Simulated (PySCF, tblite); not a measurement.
# C₅H₈O₄− (doublet): geometry, infrared bands and EPR parameters

Aim: predict the infrared bands and EPR parameters of C₅H₈O₄− (doublet) (`CO[C@](C)([CH][O-])OC=O`).

Programs: tblite 0.8.0 and PySCF 2.14.0, with density-fitted response routines of our own. Each step states its level of theory. These are calculated values for one molecule in the gas phase, unless marked as measured. Atoms count from 0, in the outputs and in this text.

## (1) Starting geometry

17 atoms, charge -1, multiplicity 2; geometry from: force field or distance geometry start.

Bonds of the start (Å): C0–O1 1.40, O1–C2 1.41, C2–C3 1.51, C2–C4 1.48, C4–O5 1.34, C2–O6 1.43, O6–C7 1.37, C7–O8 1.25, C0–H9 1.12, C0–H10 1.10, C0–H11 1.12, C3–H12 1.10, C3–H13 1.09, C3–H14 1.14, C4–H15 1.07, C7–H16 1.09.

## (2) Optimising the geometry with GFN2-xTB

The job: settings as JSON, then the geometry in Å.

```
{"job": {"kind": "relax", "xc": "GFN2-xTB", "basis": "xTB"}, "charge": -1, "multiplicity": 2}
C      2.011500    -0.900200    -0.062900
O      0.986400    -0.685100    -0.993000
C     -0.124000    -0.119500    -0.341200
C      0.321700     1.214700     0.220100
C     -0.595700    -1.105600     0.654400
O     -0.853300    -0.698000     1.902600
O     -1.177400     0.106700    -1.275600
C     -2.341800     0.661700    -0.812700
O     -2.567300     0.987300     0.376000
H      2.844100    -1.353100    -0.650500
H      1.733400    -1.565500     0.773300
H      2.388800     0.048200     0.390400
H      1.072300     1.603100    -0.491100
H     -0.450700     1.975000     0.283200
H      0.827600     1.074300     1.228500
H     -0.938500    -2.058300     0.317300
H     -3.144100     0.826300    -1.528700
```

Started as:

```console
$ OMP_NUM_THREADS=1 python probes_run.py task.json out
```

This one command runs all jobs of the session in turn.

**Question.** This job is followed by: GFN2-xTB harmonic vibrations, gas phase; UKS B3LYP, pcH-1 on C H O, non-relativistic, mean-field spin-orbit, GIAO. Predict these results of the whole session: strongest single infrared mode (GFN2-xTB); zero-point energy (GFN2-xTB); g(iso) (B3LYP); ⟨S²⟩; largest a(iso) (averaged by class).

**Answer**, as computed:

```
                                 quantity                   value
strongest single infrared mode (GFN2-xTB)  1534 cm⁻¹, 1072 km/mol
             zero-point energy (GFN2-xTB)           76.7 kcal/mol
                           g(iso) (B3LYP)                 2.00381
                                     ⟨S²⟩      0.754 (exact 0.75)
       largest a(iso) (averaged by class)    17O on O6, -81.3 MHz
```

What this shows: Over 151 steps the energy fell by 1.193 eV; of the close pairs, C4–O5 changed most, 1.338 to 1.267 Å. No mode is imaginary among the 45: a minimum at this level. The strongest single mode, at 1534 cm⁻¹, moves mainly C4 and O5. Unscaled tight-binding wavenumbers are off by several per cent, some by more. Its intensities can rank the bands wrongly. The largest spin populations lie on C4 (0.43 e), O5 (0.31 e). The isotropic g lies 1.5 ppt above the free-electron value. The records flag this anion as possibly unbound in the gas phase, so the basis may hold the extra electron. The conformer search (at its own cheap level) found a structure 11.5 kcal/mol lower, too far down for a turn about a bond: it may have other bonds, so these spectra needn't be the molecule's.
